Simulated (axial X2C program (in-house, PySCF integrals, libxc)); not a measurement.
# IMg: bond curves with and without spin–orbit coupling

What are the state, bond length, wavenumber and bond energy of IMg, and what does spin–orbit coupling change?

Method: all-electron X2C, I dyall-cv3z, Mg dyall-cv3z; program: an in-house X2C program for linear molecules on PySCF integrals.

All values are calculated.

## Step 1: The job

Contents of task.json:

```json
{
 "zs": [
  53,
  12
 ],
 "q": 0,
 "bas": [
  "dyall-cv3z",
  "dyall-cv3z"
 ],
 "levels": [
  "PBE0",
  "HF",
  "r2SCAN"
 ],
 "cc": true,
 "r0": 2.72,
 "thr": -2.0,
 "nmax": 90,
 "npts": 10,
 "nst": 2,
 "ntry": 6
}
```

Keys: zs atomic numbers; q charge; bas basis sets; levels methods (HF also brings MP2); cc coupled cluster on or off; r0 starting distance in Å; thr threshold in hartree for freezing inner shells (an s shell follows its p shell); nmax most natural virtual spinors; npts points asked for on the curve; nst determinants followed; ntry starts of the search.

Started as:

```
$ python so2c.py task.json out
```

Spin-free means the one-electron spin-free X2C Hamiltonian; two-component (2c) means X2C with spin–orbit coupling and atomic mean-field two-electron Coulomb and Gaunt terms. Basis: I dyall-cv3z contracted to [11s12p8d4f1g], Mg dyall-cv3z contracted to [9s8p6d3f]; Gaussian nuclei, density fitting. Masses: I 126.904 u, Mg 23.985 u.

Notation: σ, π±, δ± give the projection m of an orbital's angular momentum (0, ±1, ±2), α and β its spin, Λ and M_S the sums; ω is the projection of a spinor's total angular momentum and Ω the sum. Logs are in hartree.

The results follow Hamiltonian by Hamiltonian and level by level.

## Step 2: State search with PBE0

PBE0 moves the distance from 2.720 Å to 2.596 Å and compares determinants there.

Spin-free determinants:

| ΔE (eV) | state | open shells |
| --- | --- | --- |
| 0.00 | M_S = 1/2, Λ = 0 | beyond closed shells: σα |
| 2.98 | M_S = 1/2, Λ = 1 | beyond closed shells: π+α |
| 3.49 | M_S = 1/2, Λ = 1 | beyond closed shells: π+α, π+β, π-α |
| 5.08 | M_S = 3/2, Λ = 0 | beyond closed shells: σα, π+α, π+β, 2 × π-α |
| 5.08 | M_S = 3/2, Λ = 2 | beyond closed shells: σα, 2 × π+α, π+β, π-α |
| 5.16 | M_S = 1/2, Λ = 2 | beyond closed shells: σα, 2 × π+α, π+β, π-β |

Two-component determinants:

| ΔE (eV) | state | open shells |
| --- | --- | --- |
| 0.00 | Ω = 1/2 | excess of +ω over −ω: ω = 1/2 |
| 2.98 | Ω = 3/2 | excess of +ω over −ω: ω = 3/2 |
| 3.19 | Ω = 3/2 | excess of +ω over −ω: ω = 3/2 |
| 4.79 | Ω = 7/2 | excess of +ω over −ω: ω = 1/2, 2 × ω = 3/2 |
| 5.30 | Ω = 5/2 | excess of +ω over −ω: 2 × ω = 1/2, ω = 3/2 |
| 5.40 | Ω = 1/2 | excess of +ω over −ω: 2 × ω = -1/2, ω = 3/2 |
| 5.43 | Ω = 5/2 | excess of +ω over −ω: 2 × ω = 1/2, ω = 3/2 |

## Step 3: PBE0, spin-free

State followed: M_S = 1/2, Λ = 0 (beyond closed shells: σα). The scan is laid around 2.596 Å, a first estimate of the minimum, and this SCF restarts from the orbitals of the search.

The SCF at the reference distance of 2.596 Å:

```text
spin-free X2C-1e  PBE0
basis functions 208  fitting functions 937  grid points 5081
iter        total energy     max residual
   1      -7315.688820895     2.71e-05
   2      -7315.688820903     3.26e-05
   3      -7315.688820913     3.97e-06
   4      -7315.688820914     1.94e-06
converged
one-electron -10294.88063582  Coulomb 3048.93030007  exact exchange -49.10570122  xc functional -150.27712375  nuclear repulsion 129.64433981
```

Along the bond, energies from the lowest point:

```tsv
R (Å)	E (eV)	μ (D)	HOMO (eV)	LUMO (eV)	iterations
2.259	0.5817	1.77	-5.27	-2.43	10
2.362	0.2359	2.22	-5.40	-2.58	10
2.440	0.0906	2.58	-5.50	-2.70	10
2.518	0.0172	2.94	-5.60	-2.81	9
2.596	0.0000	3.31	-5.69	-2.94	4
2.687	0.0316	3.75	-5.80	-3.08	10
2.778	0.1039	4.18	-5.91	-3.22	10
2.894	0.2373	4.72	-6.03	-3.40	10
3.037	0.4353	5.34	-6.16	-3.61	10
3.245	0.7485	6.12	-6.32	-3.88	10
```

Dipoles are positive if Mg is the positive end.

Outer orbitals at the reference distance:

```csv
symmetry,occupied,ε (eV),atomic character
σα,yes,-18.35,"83% I s, 8% Mg p, 4% Mg s"
σβ,yes,-18.22,"83% I s, 8% Mg p, 4% Mg s"
σα,yes,-8.76,"69% I p, 24% Mg s, 3% Mg p"
σβ,yes,-8.41,"73% I p, 17% Mg s, 5% Mg p"
π-α,yes,-7.27,"91% I p, 5% Mg p, 3% Mg d"
π+α,yes,-7.27,"91% I p, 5% Mg p, 3% Mg d"
π+β,yes,-7.23,"91% I p, 5% Mg p, 3% Mg d"
π-β,yes,-7.23,"91% I p, 5% Mg p, 3% Mg d"
σα,yes,-5.69,"56% Mg s, 29% Mg p, 13% I p"
σβ,no,-2.94,"68% Mg s, 17% Mg p, 9% I p"
π-α,no,-1.31,"91% Mg p, 4% I p, 2% I d"
π+α,no,-1.31,"91% Mg p, 4% I p, 2% I d"
π+β,no,-0.48,"91% Mg p, 4% I p, 4% I d"
```

PBE0 fields in the half plane through the axis: z from -2.4 to 4.8 Å across, distance from the axis 0.15 to 2.25 Å upwards; I lies at z = 0 and Mg at z = 2.596 Å; the ELF is damped to zero where the density is low.

log10 density (e/bohr³). Ten even steps from '0' (-4.29 ) to '9' (1.84 ):
```
0001122222222111111111110
0011223333322222222222111
0112233333333322222222211
1123334444443333333332221
1223444555444433333333222
1233455565554444444433322
1234456777655445665433332
1234456898655446786543332
```

ELF. Ten even steps from '0' (0.00 ) to '9' (1.00 ):
```
0000123333321000146776310
0001345565542111368999852
0013467777654322479999986
0024678887776432358999998
0135787766777630002799999
0246775222477610110289999
0256752575257602785059999
1357744676437507858129999
```

Re = 2.586 Å, ωe = 310 cm⁻¹, ωexe = 1.05 cm⁻¹, Be = 0.1249 cm⁻¹, De = 2.33 eV, μ = 3.27 D.

## Step 4: HF, spin-free

Output at 2.596 Å:

```text
spin-free X2C-1e  HF
basis functions 208  fitting functions 937  grid points 5081
iter        total energy     max residual
   1      -7312.728800836     2.68e-01
   2      -7312.750486743     5.77e-03
   3      -7312.751214793     1.36e-03
   4      -7312.751339517     7.68e-04
   5      -7312.751383412     4.50e-04
   6      -7312.751401772     1.66e-04
   7      -7312.751405067     7.19e-05
   8      -7312.751405630     3.05e-05
   9      -7312.751405767     1.11e-05
  10      -7312.751405785     3.04e-06
  11      -7312.751405786     8.43e-07
converged
one-electron -10293.91177199  Coulomb 3048.02328566  exact exchange -196.50725927  xc functional 0.00000000  nuclear repulsion 129.64433981
```

Re = 2.601 Å, ωe = 315 cm⁻¹, ωexe = 1.03 cm⁻¹, Be = 0.1235 cm⁻¹, De = 1.96 eV, μ = 3.61 D.

## Step 5: r2SCAN, spin-free

The SCF at the reference distance of 2.596 Å:

```text
spin-free X2C-1e  r2SCAN
basis functions 208  fitting functions 937  grid points 5081
iter        total energy     max residual
   1      -7316.124340911     1.80e-01
   2      -7316.126818878     2.72e-03
   3      -7316.126811066     2.60e-03
   4      -7316.126890102     2.15e-04
   5      -7316.126890652     2.74e-04
   6      -7316.126892894     4.63e-05
   7      -7316.126892932     9.63e-06
   8      -7316.126892937     1.42e-06
   9      -7316.126892937     6.55e-07
converged
one-electron -10294.52230524  Coulomb 3048.58029095  exact exchange 0.00000000  xc functional -199.82921845  nuclear repulsion 129.64433981
```

Re = 2.589 Å, ωe = 310 cm⁻¹, ωexe = 1.03 cm⁻¹, Be = 0.1247 cm⁻¹, De = 2.53 eV, μ = 3.30 D.

## Step 6: Correlated methods, spin-free

Correlated methods: 9 electrons correlated (frozen shells, counted by type: I 4 s, 3 p, 2 d; Mg 2 s, 1 p), 291 virtual spinors in MP2, 90 natural virtuals in coupled cluster.

Output of the correlated part at 2.596 Å:

```text
correlated 9  virtual 291  natural virtual 90  E(MP2) -0.157354935  MP2 remainder -0.002867966
iter   CCSD correlation   residual
   1     -0.166125707   8.14e-02
   2     -0.170102942   2.84e-02
   3     -0.170472032   9.74e-03
   4     -0.170499641   4.38e-03
   5     -0.170516060   1.32e-03
   6     -0.170515584   4.25e-04
   7     -0.170516916   1.49e-04
   8     -0.170516941   4.90e-05
   9     -0.170516729   1.61e-05
  10     -0.170516834   5.11e-06
  11     -0.170516855   1.49e-06
  12     -0.170516867   4.14e-07
(T) -0.007227365  T1 0.0164  D1 0.0286  max T2 0.035
```

T1 in the output is the amplitude norm over the root of the electron number; divide by √2 for the Lee–Taylor value.

MP2: Re = 2.591 Å, ωe = 319 cm⁻¹, Be = 0.1245 cm⁻¹, De = 2.39 eV.

CCSD: Re = 2.592 Å, ωe = 317 cm⁻¹, ωexe = 1.08 cm⁻¹, Be = 0.1244 cm⁻¹, De = 2.06 eV. T1 at Re = 0.012 (Lee–Taylor, the printed value over √2).

CCSD(T): Re = 2.593 Å, ωe = 317 cm⁻¹, ωexe = 1.08 cm⁻¹, Be = 0.1243 cm⁻¹, De = 2.14 eV. T1 at Re = 0.012 (Lee–Taylor, the printed value over √2).

## Step 7: The spin-free curves together

Energy (eV) of the followed determinant, spin-free, from each level's lowest point:

```tsv
R (Å)	PBE0	HF	MP2	CCSD	CCSD(T)	r2SCAN
2.259	0.582	0.661	0.633	n/a	n/a	0.596
2.362	0.236	0.280	0.262	0.261	0.263	0.243
2.440	0.091	0.115	0.103	0.103	0.105	0.095
2.518	0.017	0.028	0.022	0.022	0.023	0.019
2.596	0.000	0.000	0.000	0.000	0.000	0.000
2.687	0.032	0.025	0.031	0.030	0.029	0.030
2.778	0.104	0.094	0.106	0.104	0.102	0.102
2.894	0.237	0.228	0.248	0.243	0.240	0.235
3.037	0.435	0.435	0.463	n/a	n/a	0.433
3.245	0.749	0.773	0.814	n/a	n/a	0.747
```

## Step 8: PBE0, 2c

State followed: Ω = 1/2 (excess of +ω over −ω: ω = 1/2). The scan is laid around 2.596 Å, a first estimate of the minimum, and this SCF restarts from the orbitals of the search.

Output at 2.596 Å:

```text
two-component X2C + atomic mean field  PBE0
basis functions 208  fitting functions 937  grid points 5081
iter        total energy     max residual
   1      -7312.692252957     7.97e-06
   2      -7312.692252961     4.90e-06
   3      -7312.692252962     1.64e-06
converged
one-electron -10285.93607006  Coulomb 3047.21920759  exact exchange -49.07683504  xc functional -150.19448999  nuclear repulsion 129.64433981  atomic mean-field constant -4.34840527
```

Along the bond, energies from the lowest point:

```tsv
R (Å)	E (eV)	μ (D)	HOMO (eV)	LUMO (eV)	iterations
2.259	0.5912	1.73	-5.25	-2.43	10
2.362	0.2427	2.18	-5.38	-2.58	10
2.440	0.0953	2.53	-5.48	-2.69	10
2.518	0.0196	2.89	-5.57	-2.81	9
2.596	0.0000	3.25	-5.66	-2.93	3
2.687	0.0286	3.67	-5.77	-3.07	10
2.778	0.0977	4.09	-5.86	-3.21	10
2.894	0.2265	4.60	-5.97	-3.39	10
3.037	0.4179	5.17	-6.07	-3.59	10
3.245	0.7185	5.84	-6.18	-3.84	10
```

Dipoles are positive if Mg is the positive end.

Outer spinors at the reference distance:

```
   ω  occupied  ε (eV)             atomic character     λ mixture
 1/2       yes  -18.37    83% I s, 8% Mg p, 4% Mg s        100% σ
-1/2       yes  -18.24    83% I s, 8% Mg p, 4% Mg s        100% σ
 1/2       yes   -8.88   72% I p, 21% Mg s, 3% Mg p   92% σ, 8% π
-1/2       yes   -8.60   77% I p, 14% Mg s, 5% Mg p  85% σ, 15% π
 1/2       yes   -7.48    87% I p, 5% Mg s, 4% Mg p   91% π, 9% σ
-1/2       yes   -7.45    87% I p, 5% Mg p, 4% Mg s  85% π, 15% σ
 3/2       yes   -6.98    90% I p, 6% Mg p, 3% Mg d        100% π
-3/2       yes   -6.94    90% I p, 5% Mg p, 4% Mg d        100% π
 1/2       yes   -5.66  54% Mg s, 29% Mg p, 14% I p   99% σ, 1% π
-1/2        no   -2.93   68% Mg s, 17% Mg p, 9% I p        100% σ
-1/2        no   -1.32     91% Mg p, 4% I p, 2% I d        100% π
 3/2        no   -1.28    90% Mg p, 5% I p, 3% Mg d        100% π
 1/2        no   -0.51     92% Mg p, 4% I p, 4% I d        100% π
```

PBE0 fields in the half plane through the axis: z from -2.4 to 4.8 Å across, distance from the axis 0.15 to 2.25 Å upwards; I lies at z = 0 and Mg at z = 2.596 Å; the ELF is damped to zero where the density is low.

log10 density (e/bohr³). Ten even steps from '0' (-4.29 ) to '9' (1.84 ):
```
0001122222222111111111110
0011223333322222222222111
0112233333333322222222211
1123334444443333333332221
1223444555444433333333222
1233455565554444444433322
1234456777654445665433332
1234456898655446786543332
```

ELF. Ten even steps from ' ' (0.00 ) to '@' (1.00 ):
```
        ..::----------::..      ..==**####**--..  
      ..--==++++**++++==::......--**%%@@@@@@%%++::
    ..--==**########**++==--::::==##@@@@@@@@@@%%**
    ::==**##%%%%%%######**==--::--++%%@@@@@@@@@@%%
  ..--++##%%####****######**--      ::##@@@@@@@@@@
  ::==**####++::::::==####**..  ....  ::%%@@@@@@@@
  ::++**##++::++##++::++##**  ::##%%++  ++@@@@@@@@
..::++####====**##**==--##++  ##%%++%%..::@@@@@@@@
```

Re = 2.591 Å, ωe = 307 cm⁻¹, ωexe = 1.09 cm⁻¹, Be = 0.1245 cm⁻¹, De = 2.07 eV, μ = 3.22 D.

## Step 9: HF, 2c

The SCF at the reference distance of 2.596 Å:

```text
two-component X2C + atomic mean field  HF
basis functions 208  fitting functions 937  grid points 5081
iter        total energy     max residual
   1      -7309.728268096     2.68e-01
   2      -7309.749997759     5.80e-03
   3      -7309.750744910     1.38e-03
   4      -7309.750876441     7.80e-04
   5      -7309.750923825     4.59e-04
   6      -7309.750944401     1.69e-04
   7      -7309.750948218     7.48e-05
   8      -7309.750948899     3.16e-05
   9      -7309.750949074     1.15e-05
  10      -7309.750949097     3.08e-06
  11      -7309.750949098     8.71e-07
converged
one-electron -10284.97142578  Coulomb 3046.31642045  exact exchange -196.39187830  xc functional 0.00000000  nuclear repulsion 129.64433981  atomic mean-field constant -4.34840527
```

Re = 2.604 Å, ωe = 313 cm⁻¹, ωexe = 1.04 cm⁻¹, Be = 0.1232 cm⁻¹, De = 1.66 eV, μ = 3.58 D.

## Step 10: r2SCAN, 2c

Output at 2.596 Å:

```text
two-component X2C + atomic mean field  r2SCAN
basis functions 208  fitting functions 937  grid points 5081
iter        total energy     max residual
   1      -7313.120219166     1.80e-01
   2      -7313.122792267     2.73e-03
   3      -7313.122787067     2.59e-03
   4      -7313.122863704     2.09e-04
   5      -7313.122864193     2.52e-04
   6      -7313.122866331     5.26e-05
   7      -7313.122866369     9.70e-06
   8      -7313.122866374     1.56e-06
   9      -7313.122866374     7.22e-07
converged
one-electron -10285.57652610  Coulomb 3046.86797769  exact exchange 0.00000000  xc functional -199.71025250  nuclear repulsion 129.64433981  atomic mean-field constant -4.34840527
```

Re = 2.593 Å, ωe = 308 cm⁻¹, ωexe = 1.05 cm⁻¹, Be = 0.1243 cm⁻¹, De = 2.40 eV, μ = 3.27 D.

## Step 11: Correlated methods, 2c

Correlated methods: 9 electrons correlated (frozen shells, counted by type: I 4 s, 3 p, 2 d; Mg 2 s, 1 p), 291 virtual spinors in MP2, 90 natural virtuals in coupled cluster.

Output of the correlated part at 2.596 Å:

```text
correlated 9  virtual 291  natural virtual 90  E(MP2) -0.156894573  MP2 remainder -0.002890206
iter   CCSD correlation   residual
   1     -0.165651465   8.12e-02
   2     -0.169624610   2.84e-02
   3     -0.169986207   9.77e-03
   4     -0.170014906   4.44e-03
   5     -0.170031611   1.37e-03
   6     -0.170031209   4.58e-04
   7     -0.170032642   1.67e-04
   8     -0.170032619   5.71e-05
   9     -0.170032377   1.99e-05
  10     -0.170032506   6.79e-06
  11     -0.170032536   2.29e-06
  12     -0.170032551   7.90e-07
(T) -0.007160694  T1 0.0164  D1 0.0288  max T2 0.035
```

MP2: Re = 2.594 Å, ωe = 317 cm⁻¹, Be = 0.1242 cm⁻¹, De = 2.11 eV.

CCSD: Re = 2.595 Å, ωe = 315 cm⁻¹, ωexe = 1.1 cm⁻¹, Be = 0.1241 cm⁻¹, De = 1.77 eV. T1 at Re = 0.012 (Lee–Taylor, the printed value over √2).

CCSD(T): Re = 2.596 Å, ωe = 315 cm⁻¹, ωexe = 1.1 cm⁻¹, Be = 0.124 cm⁻¹, De = 1.86 eV. T1 at Re = 0.012 (Lee–Taylor, the printed value over √2).

## Step 12: The 2c curves together

Energy (eV) of the followed determinant, 2c, from each level's lowest point:

```tsv
R (Å)	PBE0	HF	MP2	CCSD	CCSD(T)	r2SCAN
2.259	0.591	0.669	0.641	n/a	n/a	0.604
2.362	0.243	0.285	0.267	0.266	0.269	0.249
2.440	0.095	0.119	0.107	0.107	0.108	0.099
2.518	0.020	0.030	0.024	0.024	0.025	0.021
2.596	0.000	0.000	0.000	0.000	0.000	0.000
2.687	0.029	0.022	0.029	0.028	0.027	0.028
2.778	0.098	0.090	0.102	0.100	0.098	0.097
2.894	0.227	0.221	0.241	0.235	0.232	0.226
3.037	0.418	0.424	0.453	n/a	n/a	0.419
3.245	0.718	0.756	0.798	n/a	n/a	0.724
```

The whole job took 2.9 min on 1 thread of Arm Neoverse N1, shared host.

## Step 13: Results

Lowest determinant that the search found at its distance, spin-free: M_S = 1/2, Λ = 0 (beyond closed shells: σα).

Lowest determinant that the search found at its distance, 2c: Ω = 1/2 (excess of +ω over −ω: ω = 1/2).

| Hamiltonian | level | Re (Å) | ωe (cm⁻¹) | De (eV) | μ (D) |
| --- | --- | --- | --- | --- | --- |
| spin-free | PBE0 | 2.586 | 310 | 2.33 | 3.27 |
| spin-free | HF | 2.601 | 315 | 1.96 | 3.61 |
| spin-free | MP2 | 2.591 | 319 | 2.39 | n/a |
| spin-free | CCSD | 2.592 | 317 | 2.06 | n/a |
| spin-free | CCSD(T) | 2.593 | 317 | 2.14 | n/a |
| spin-free | r2SCAN | 2.589 | 310 | 2.53 | 3.30 |
| 2c | PBE0 | 2.591 | 307 | 2.07 | 3.22 |
| 2c | HF | 2.604 | 313 | 1.66 | 3.58 |
| 2c | MP2 | 2.594 | 317 | 2.11 | n/a |
| 2c | CCSD | 2.595 | 315 | 1.77 | n/a |
| 2c | CCSD(T) | 2.596 | 315 | 1.86 | n/a |
| 2c | r2SCAN | 2.593 | 308 | 2.40 | 3.27 |

Dipoles are positive if Mg is the positive end.

Time per point (s) on 1 thread of Arm Neoverse N1, shared host (2c runs; CCSD comes with the CCSD(T) run); the times are rough: PBE0 1.1, HF 0.91, MP2 1.3, CCSD(T) 5.5, r2SCAN 1.1.

In words: At CCSD(T), going from spin-free to two-component changes Re by +3 mÅ, ωe by -0.7 %; the spin-free picture holds up (part of it comes from the scalar share of the two-electron terms). De moves by -0.28 eV; both De rest on single-determinant atoms, which can miss part of an open shell's spin–orbit lowering.

De refers to I + Mg, each in the lowest determinant found, which need not be this curve's own limit. Each curve is one determinant whose occupation by symmetry is held fixed; it was picked as the lowest of a PBE0 search that is not exhaustive. De is counted from the lowest determinant-based energies of the atoms at the same level, without counterpoise correction. Density functionals use the spin component along the axis (collinear). CCSD and (T) use frozen natural virtuals with an MP2 correction for the truncation. The meta-GGAs lack a current-density term, which matters for open shells with orbital currents, atoms included.
